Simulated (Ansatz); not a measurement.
# ZnIn2O4: the cost of one run

Method: DFT PBEsol, scalar-relativistic, plane waves, PAW, in Ansatz 0.2.0.

### 1 The system as given

It takes space group Fd-3m (No. 227, cubic). The conventional cell has a = 8.922 Å, b = 8.922 Å, c = 8.922 Å, α = 90.00°, β = 90.00°, γ = 90.00°. Zn (site symmetry -43m) is surrounded by 4 O at 2.02 Å. In (site symmetry -3m) is surrounded by 6 O at 2.18 Å. O (site symmetry 3m) has 1 Zn at 2.02 Å and 3 In at 2.18 Å in its first shell of neighbours.

Structure file:

```cif
data_structure
_symmetry_space_group_name_H-M 'P 1'
_symmetry_Int_Tables_number 1
_cell_length_a 6.3089
_cell_length_b 6.3089
_cell_length_c 6.3089
_cell_angle_alpha 60.000
_cell_angle_beta 60.000
_cell_angle_gamma 60.000
_cell_volume 177.56
loop_
_atom_site_label
_atom_site_type_symbol
_atom_site_fract_x
_atom_site_fract_y
_atom_site_fract_z
_atom_site_occupancy
Zn1 Zn 0.25000 0.25000 0.25000 1
Zn2 Zn 0.00000 0.00000 0.00000 1
In1 In 0.62500 0.62500 0.12500 1
In2 In 0.62500 0.12500 0.62500 1
In3 In 0.12500 0.62500 0.62500 1
In4 In 0.62500 0.62500 0.62500 1
O1 O 0.38065 0.38065 0.38065 1
O2 O 0.85804 0.38065 0.38065 1
O3 O 0.38065 0.85804 0.38065 1
O4 O 0.38065 0.38065 0.85804 1
O5 O 0.86935 0.86935 0.39196 1
O6 O 0.86935 0.39196 0.86935 1
O7 O 0.86935 0.86935 0.86935 1
O8 O 0.39196 0.86935 0.86935 1
```

It goes back to an entry of the Materials Project, which need not be the stable form.

This cell was relaxed beforehand with the same method: volume 12.68 Å³/atom, gap on the mesh 1.27 eV.

### 2 The cell as listed, for comparison

The input, input.yaml:

```yaml
crystal:
  lattice:
    - [0.0, 4.52758, 4.52758]
    - [4.52758, 0.0, 4.52758]
    - [4.52758, 4.52758, 0.0]
  atoms:
    - { symbol: Zn, position: [0.25, 0.25, 0.25] }
    - { symbol: Zn, position: [0.0, 0.0, 0.0] }
    - { symbol: In, position: [0.625, 0.625, 0.125] }
    - { symbol: In, position: [0.625, 0.125, 0.625] }
    - { symbol: In, position: [0.125, 0.625, 0.625] }
    - { symbol: In, position: [0.625, 0.625, 0.625] }
    - { symbol: O, position: [0.381105, 0.381105, 0.381105] }
    - { symbol: O, position: [0.856685, 0.381105, 0.381105] }
    - { symbol: O, position: [0.381105, 0.856685, 0.381105] }
    - { symbol: O, position: [0.381105, 0.381105, 0.856685] }
    - { symbol: O, position: [0.868895, 0.868895, 0.393315] }
    - { symbol: O, position: [0.868895, 0.393315, 0.868895] }
    - { symbol: O, position: [0.868895, 0.868895, 0.868895] }
    - { symbol: O, position: [0.393315, 0.868895, 0.868895] }
basis:
  ecutwfc: 420
kpoints:
  mp_grid: { grid: [6, 6, 6] }
hamiltonian:
  xc: pbesol
scf:
  occupations: { method: gaussian, width: 0.02 }
output:
  forces: true
  stress: true
  eigenvalues: true
  populations: true
```

Started as:

```console
$ ansatz run input.yaml --threads 4 --pin off --max-ram 10240MiB --backend cpu --events-out ev --progress --plain --runs-dir out
```

What time and memory should one allow on 4 threads of Oxide Virtual Turin-like (Zen 5), shared host?

About 3.8 s, with a peak of 0.81 GiB.
